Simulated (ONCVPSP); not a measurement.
**Ni: generating and testing an ONCV potential**

Task: generate the file, and judge it by its errors in other configurations, its logarithmic derivatives, its ghosts and its cutoff.

The numbers are computed with ONCVPSP 4.0.1.1 (patched build) (PBE, scalar-relativistic, spin-unpolarised reference atom).

### 1 The design

Typed settings, in words:

```json
{
  "element": "nickel (Ni, Z = 28)",
  "type": "optimised norm-conserving Vanderbilt (ONCV)",
  "frozen core": "[Ar]",
  "valence charge": "10",
  "reference configuration": "3d8 4s2",
  "partial waves": "4s: rc 2.05 bohr, ncon 5, nbas 9, qcut 4 1/bohr, 3 projectors, debl 1.6 Ha; p scattering state at 0.15 Ha: rc 2.10 bohr, ncon 4, nbas 8, qcut 4.1 1/bohr, 2 projectors, debl 3.6 Ha; 3d: rc 1.60 bohr, ncon 4, nbas 9, qcut 8.7 1/bohr, 1 projector",
  "local potential": "polynomial inside 1.45 bohr (lpopt 5, dvloc0 6 Ha)",
  "core correction": "Teter function, fcfact 5.75, rcfact 1.2"
}
```

The outer shells as boxes (Hund's rule for the drawing; the calculation is spin-unpolarised):

```
[Ar] core
3d [↑↓][↑↓][↑↓][↑ ][↑ ]
4s [↑↓]
```

The nodes and maxima of the atom's own shells, from an earlier all-electron run, set the scale for the radii.

All-electron outer shells of the reference configuration (PBE, scalar-relativistic, ld1.x):

```tsv
shell	level (eV)	outermost node (bohr)	outermost maximum (bohr)
3p	-71.39	0.27	0.65
3d	-8.87	–	0.63
4s	-5.64	0.92	2.24
4p	-1.22	1.00	3.17
```

### 2 Generating the potential

Input file Ni.dat:

```
# ATOM AND REFERENCE CONFIGURATION
# atsym  z   nc   nv     iexc    psfile
  Ni 28.00    5    2        4      upf
#
#   n    l    f
    1    0    2.00
    2    0    2.00
    2    1    6.00
    3    0    2.00
    3    1    6.00
    3    2    8.00
    4    0    2.00
#
# PSEUDOPOTENTIAL AND OPTIMIZATION
# lmax
    2
#
#   l,   rc,      ep,       ncon, nbas, qcut
    0    2.05    0.00    5    9    4.00
    1    2.10    0.15    4    8    4.10
    2    1.60    0.00    4    9    8.70
#
# LOCAL POTENTIAL
# lloc, lpopt,  rc(5),   dvloc0
    4    5    1.45    6.00
#
# VANDERBILT-KLEINMAN-BYLANDER PROJECTORs
# l, nproj, debl
    0    3    1.60
    1    2    3.60
    2    1    2.40
#
# MODEL CORE CHARGE
# icmod, fcfact, rcfact
    3    5.75    1.20
#
# LOG DERIVATIVE ANALYSIS
# epsh1, epsh2, depsh
   -2.00    5.00    0.02
#
# OUTPUT GRID
# rlmax, drl
    6.00    0.01
#
# TEST CONFIGURATIONS
# ncnf
    4
# nvcnf
#   n    l    f
    2
    3    2    8.00
    4    0    1.00
#
    2
    3    2    8.00
    4    0    0.00
#
    2
    3    2    7.00
    4    0    0.00
#
    3
    3    2    8.00
    4    0    0.00
    4    1    1.00
#
```

Run with:

```sh
oncvpsp.x < Ni.dat > Ni.out
```

What does the calculation give? Wanted: cutoffs for 1 and 0.1 mHa per electron, occupied waves; bound ghosts; GHOST(+) flags; largest test error; largest phase difference near zero energy, channels read; rms error of d²Exc/dn², without and with the model core.

**Answer**, as computed:

| quantity | value |
| --- | --- |
| cutoffs for 1 and 0.1 mHa per electron, occupied waves | 34 Ha and 40 Ha |
| bound ghosts | s at -89.06 eV |
| GHOST(+) flags | s at 1389 eV |
| largest test error (AE − PS) | +58 meV, for 3d8 4s0 |
| largest phase difference near zero energy, channels read | 0.039 rad |
| rms error of d²Exc/dn², without and with the model core | 8.30 and 3.71 mHa |

In words: A bound ghost (s) makes it unfit for use: electrons can fall into a state that the atom doesn't have. By total energies transferability is fair: the largest error is 58 meV on 26.7 eV, for 3d8 4s0. By its cutoff, 34 Ha for the looser tolerance, it is of middling hardness. At the looser tolerance the 3d wave is the slowest; 4s needs 6 Ha. Of the channels read, d scatters worst near zero energy, by up to 0.04 rad. The program also flags highly localised states, GHOST(+) (s). These are tests on the free atom; a crystal test is still owed.
